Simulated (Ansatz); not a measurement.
# SrMg (NaTl type): equation of state and elastic constants

Aim: the bulk modulus of SrMg (NaTl type) from energies at several volumes around the relaxed one, then the elastic tensor. The start comes from a prototype table, not from a measured structure.

Program: Ansatz 0.2.0. Level of theory: DFT PBEsol, scalar-relativistic, plane waves, PAW. These are calculated values, not measurements.

**1. The structure to begin with**

The structure is cubic, space group Fd-3m (No. 227). Conventional cell: a = 8.083 Å, b = 8.083 Å, c = 8.083 Å, α = 90.00°, β = 90.00°, γ = 90.00°. Sr (site symmetry -43m) has 4 Sr at 3.50 Å and 4 Mg at 3.50 Å as nearest neighbours. Mg (site symmetry -43m) is surrounded by 4 Sr at 3.50 Å and 4 Mg at 3.50 Å.

Coordinates:

```cif
data_structure
_symmetry_space_group_name_H-M 'Fd-3m:1'
_symmetry_Int_Tables_number 227
_cell_length_a 8.0832
_cell_length_b 8.0832
_cell_length_c 8.0832
_cell_angle_alpha 90.000
_cell_angle_beta 90.000
_cell_angle_gamma 90.000
_cell_volume 528.13
loop_
_atom_site_label
_atom_site_type_symbol
_atom_site_symmetry_multiplicity
_atom_site_Wyckoff_symbol
_atom_site_fract_x
_atom_site_fract_y
_atom_site_fract_z
_atom_site_occupancy
Sr1 Sr 8 a 0.25000 0.25000 0.25000 1
Mg1 Mg 8 b 0.00000 0.00000 0.50000 1
```

This cell comes from an earlier session at PBEsol: 33.008 Å³/atom at -0.02 GPa, on a 8×8×8 mesh.

Volume factors to run: 0.980, 1.020, 0.960, 1.040.

**2. Volume × 0.980**

File input.yaml:

```yaml
crystal:
  lattice:
    - [0.0, 4.0144560436, 4.0144560436]
    - [4.0144560436, 0.0, 4.0144560436]
    - [4.0144560436, 4.0144560436, 0.0]
  atoms:
    - { symbol: Sr, position: [0.75, 0.75, 0.75] }
    - { symbol: Sr, position: [0.5, 0.5, 0.5] }
    - { symbol: Mg, position: [0.0, 0.0, 0.0] }
    - { symbol: Mg, position: [0.25, 0.25, 0.25] }
basis:
  ecutwfc: 420
  ecutrho_ratio: 4
kpoints:
  mp_grid: { grid: [8, 8, 8] }
hamiltonian:
  xc: pbesol
scf:
  occupations: { method: gaussian, width: 0.05 }
output:
  forces: true
  stress: true
  eigenvalues: true
```

Command:

```bash
$ ansatz run input.yaml --threads 4 --pin off --max-ram 4096MiB --backend cpu --events-out ev --progress --plain --runs-dir out
```

The runs that follow: At 1.020 of the relaxed volume; Volume × 0.960; Volume × 1.040; The elastic tensor from strained cells.

**Question.** What will these runs give? Wanted: V0; B0; B0′; scatter of the fit; C11, C12, C44; K, G, E; Poisson's ratio.

As calculated:

| quantity | value |
| --- | --- |
| V0 | 32.988 Å³/atom |
| B0 | 21 GPa |
| B0′ | 3.1 |
| scatter of the fit | 0.001 meV/atom |
| C11, C12, C44 | 26, 18, 14 GPa |
| K, G, E (Hill) | 21, 9, 23 GPa |
| Poisson's ratio | 0.32 |

What this shows: A third-order Birch–Murnaghan fit puts the minimum at 32.99 Å³/atom with a bulk modulus of 21 GPa, which is soft. One per cent of compression takes about 0.21 GPa. All eigenvalues of the tensor are positive, so the cell is mechanically stable. K/G = 2.44 lies over Pugh's 1.75, an empirical mark of ductile behaviour drawn from metals, and the universal anisotropy index of 2.08 is large. The tensor's bulk modulus (Hill average) differs from the fitted one by -1 %. These are values at 0 K without zero-point motion.
